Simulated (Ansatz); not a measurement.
Relaxation of a periodic cell of 17 atoms, K16Na (host K, host structure bcc, interstitial Na), to a largest force component of 0.08 eV/Å in at most 25 steps.

The calculation used DFT r2SCAN, scalar-relativistic, plane waves, PAW in Ansatz. Settings: cutoff 500 eV, k mesh 1x1x1, fermi-dirac smearing 0.15 eV, no spin polarisation.

```xyz
17
Lattice="10.4600 0.0000 0.0000 0.0000 10.4600 0.0000 0.0000 0.0000 10.4600" Properties=species:S:1:pos:R:3
K 0.000 0.000 0.000
K 5.230 0.000 0.000
K 0.000 5.230 0.000
K 0.000 0.000 5.230
K 2.615 2.615 2.615
K 5.230 5.230 0.000
K 5.230 0.000 5.230
K 7.845 2.615 2.615
K 0.000 5.230 5.230
K 2.615 7.845 2.615
K 2.615 2.615 7.845
K 5.230 5.230 5.230
K 7.845 7.845 2.615
K 7.845 2.615 7.845
K 2.615 7.845 7.845
K 7.845 7.845 7.845
Na 6.477 2.581 0.011
```

Task: Where does it end, and by what steps?

Result: The forces met the threshold. The threshold is loose, so the end isn't yet a minimum. The force dipped under the threshold on the way, but the program's further checks kept it going. Limits of this set-up: coarse k mesh, a small cell, in which the defect meets its images. After 4 steps the energy has fallen by 0.797 eV; K2 moved furthest, 0.50 Å.

| step | energy less start (eV) | largest force component (eV/Å) | accepted |
| --- | --- | --- | --- |
| 0 | 0.0000 | 0.773 | yes |
| 1 | -0.2776 | 0.583 | yes |
| 2 | -0.6303 | 0.293 | yes |
| 3 | -0.7969 | 0.062 | yes |
| 4 | -0.7969 | 0.063 | yes |

```xyz
17
Lattice="10.4600 0.0000 0.0000 0.0000 10.4600 0.0000 0.0000 0.0000 10.4600" Properties=species:S:1:pos:R:3
K -0.192 0.112 0.000
K 5.013 -0.455 0.000
K -0.194 5.116 0.000
K 0.187 -0.016 5.231
K 2.809 2.614 2.492
K 5.026 5.667 0.000
K 5.188 -0.061 5.230
K 8.054 2.617 3.035
K 0.186 5.246 5.231
K 2.421 7.841 2.647
K 2.810 2.614 7.969
K 5.188 5.293 5.230
K 7.890 7.847 2.688
K 8.052 2.617 7.428
K 2.422 7.841 7.814
K 7.890 7.847 7.772
Na 6.487 2.598 0.003
```

Whether the end is a true minimum wasn't checked by a vibrational analysis.

Run time: 72 s on 4 threads of Intel(R) Xeon(R) Platinum 8488C (Sapphire Rapids), on a shared host, peak memory 2.9 GiB.
